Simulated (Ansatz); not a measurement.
# CH4S2Si: rigid scan of one bond length

How does the energy of CH4S2Si change as one bond is stretched? A script is to give a rigid scan of one bond length; the system is CH4S2Si. SMILES: C1[SiH2]SS1.

Program: Ansatz 0.2.0 through its Python package. Level of theory: PBE/cc-pVDZ. These are calculated values, not measurements.

### 1 The structure

Bond lengths: C1–Si2 1.836 Å, Si2–S3 2.111 Å, C1–S4 1.839 Å, S3–S4 1.981 Å, C1–H5 1.142 Å, C1–H6 1.125 Å, Si2–H7 1.505 Å, Si2–H8 1.449 Å. Angles: C1–Si2–S3 79.8°, C1–Si2–H7 114.8°, C1–Si2–H8 117.2°, S3–Si2–H7 112.5°, S3–Si2–H8 112.2°, H7–Si2–H8 115.2°, Si2–C1–S4 91.3°, Si2–C1–H5 115.3°, Si2–C1–H6 118.9°, S4–C1–H5 113.9°, S4–C1–H6 113.7°, H5–C1–H6 104.1°, Si2–S3–S4 79.8°, C1–S4–S3 83.3°.

No structure file is read: the coordinates are typed or built in the script.

### 2 Script

Contents of run_scan.py:

```python
"""Potential curve of CH4S2Si along one bond."""

import ansatz
import numpy as np

mol = (
    ansatz.Crystal.molecule()
    .atom("C", (-0.4363, 0.7352, -0.3455))
    .atom("Si", (0.2066, -0.6154, 0.7193))
    .atom("S", (1.6093, -0.6823, -0.8563))
    .atom("S", (-0.0303, -0.2152, -1.8661))
    .atom("H", (-1.549, 0.9622, -0.2257))
    .atom("H", (0.0566, 1.7456, -0.2987))
    .atom("H", (0.8185, -0.1601, 2.0164))
    .atom("H", (-0.5833, -1.8271, 0.8009))
)

symbols = [site.symbol for site in mol.cartesian_sites]
start = np.array([site.position_ang for site in mol.cartesian_sites])
axis = (start[4] - start[0]) / np.linalg.norm(start[4] - start[0])
moving = [4]
lengths, energies = [1.005, 1.051, 1.096, 1.142, 1.188, 1.233, 1.279, 1.347], []
for length in lengths:
    xyz = start.copy()
    xyz[moving] += (length - np.linalg.norm(start[4] - start[0])) * axis
    point = ansatz.Crystal.molecule()
    for symbol, place in zip(symbols, xyz):
        point = point.atom(symbol, place.tolist())
    base = point.calculation()
    base = base.basis(gaussian="cc-pVDZ").functional("pbe")
    r = base.run().report
    energies.append(r["free_energy_ev"])
    print(f"r = {length:6.3f} A  E = {energies[-1]:.5f} eV  <S^2> = {abs(r['mean_field']['state']['spin_squared']):.3f}")

# quartic fit about the minimum
fit = np.polynomial.Polynomial.fit(lengths, np.array(energies) - min(energies), 4).convert()
roots = [r.real for r in fit.deriv().roots() if abs(r.imag) < 1e-9 and fit.deriv(2)(r.real) > 0]
r_e = min(roots, key=lambda r: abs(r - lengths[int(np.argmin(energies))]))
print(f"minimum of the fit at {r_e:.4f} A, force constant {fit.deriv(2)(r_e):.2f} eV/A^2")
```

### 3 The input behind the calls

The package turns the script's settings into the engine's input (first run):

```yaml
crystal:
  periodic: [false, false, false]
  atoms:
    - { symbol: C, position_ang: [-0.4363, 0.7352, -0.3455] }
    - { symbol: Si, position_ang: [0.2066, -0.6154, 0.7193] }
    - { symbol: S, position_ang: [1.6093, -0.6823, -0.8563] }
    - { symbol: S, position_ang: [-0.0303, -0.2152, -1.8661] }
    - { symbol: H, position_ang: [-1.4155831831625105, 0.9349818662513615, -0.24006446001359866] }
    - { symbol: H, position_ang: [0.0566, 1.7456, -0.2987] }
    - { symbol: H, position_ang: [0.8185, -0.1601, 2.0164] }
    - { symbol: H, position_ang: [-0.5833, -1.8271, 0.8009] }
basis:
  gaussian:
    orbitals: cc-pVDZ
hamiltonian:
  xc: pbe
```

### 4 Running it

The run is started by

```sh
$ python run_scan.py
```

Log:

```text
r =  1.005 A  E = -30634.93879 eV  <S^2> = 0.000
r =  1.051 A  E = -30635.10131 eV  <S^2> = 0.000
r =  1.096 A  E = -30635.17016 eV  <S^2> = 0.000
r =  1.142 A  E = -30635.16976 eV  <S^2> = 0.000
r =  1.188 A  E = -30635.11489 eV  <S^2> = 0.000
r =  1.233 A  E = -30635.02152 eV  <S^2> = 0.000
r =  1.279 A  E = -30634.89600 eV  <S^2> = 0.000
r =  1.347 A  E = -30634.67198 eV  <S^2> = 0.000
minimum of the fit at 1.1182 A, force constant 29.82 eV/A^2
```

Run time: 19 s. Hardware: 1 thread of Arm Neoverse V1, shared host; peak memory 0.2 GiB.

### 5 What changed from run to run

The engine's inputs for some of the other runs:

Run 3, against run 1:

```diff
@@ -8 +8 @@
-    - { symbol: H, position_ang: [-1.4155831831625105, 0.9349818662513615, -0.24006446001359866] }
+    - { symbol: H, position_ang: [-1.5042545957672755, 0.9530715675736241, -0.23051756037303892] }
```

Run 4, against run 1:

```diff
@@ -8 +8 @@
-    - { symbol: H, position_ang: [-1.4155831831625105, 0.9349818662513615, -0.24006446001359866] }
+    - { symbol: H, position_ang: [-1.54907750763342, 0.9622158121980645, -0.22569165506022854] }
```

Run 8, against run 1:

```diff
@@ -8 +8 @@
-    - { symbol: H, position_ang: [-1.4155831831625105, 0.9349818662513615, -0.24006446001359866] }
+    - { symbol: H, position_ang: [-1.7488317887760216, 1.00296733715481, -0.20418490312270388] }
```

### 6 Run by run

The 8 runs, in the order started:

| run | distance (Å) | energy from run 3 (eV) | SCF cycles | CPU time (s) |
| --- | --- | --- | --- | --- |
| 1 | 1.00 | 0.2314 | 15 | 2.4 |
| 2 | 1.05 | 0.0689 | 15 | 2.3 |
| 3 | 1.10 | 0.0000 | 15 | 2.2 |
| 4 | 1.14 | 0.0004 | 15 | 2.4 |
| 5 | 1.19 | 0.0553 | 15 | 2.1 |
| 6 | 1.23 | 0.1486 | 15 | 2.1 |
| 7 | 1.28 | 0.2742 | 15 | 2.2 |
| 8 | 1.35 | 0.4982 | 16 | 2.4 |

### 7 Results

| quantity | value |
| --- | --- |
| bond length at the fit's minimum | 1.1182 Å |
| runs compared | 8 |
| range of energy | 0.498 eV |
| lowest point, distance (Å) | 1.10 |

**Reading.** The curve has its lowest point inside the range, at 1.10. The ends stand 0.231 and 0.498 eV above it. The distance scanned is the script's pair 0, 4. Caveats:
- The rest of the molecule is held rigid at a force-field or estimated start geometry, and the basis set is modest; single-reference methods fail as a bond breaks.
- The orbitals are restricted, so S² is zero by construction.
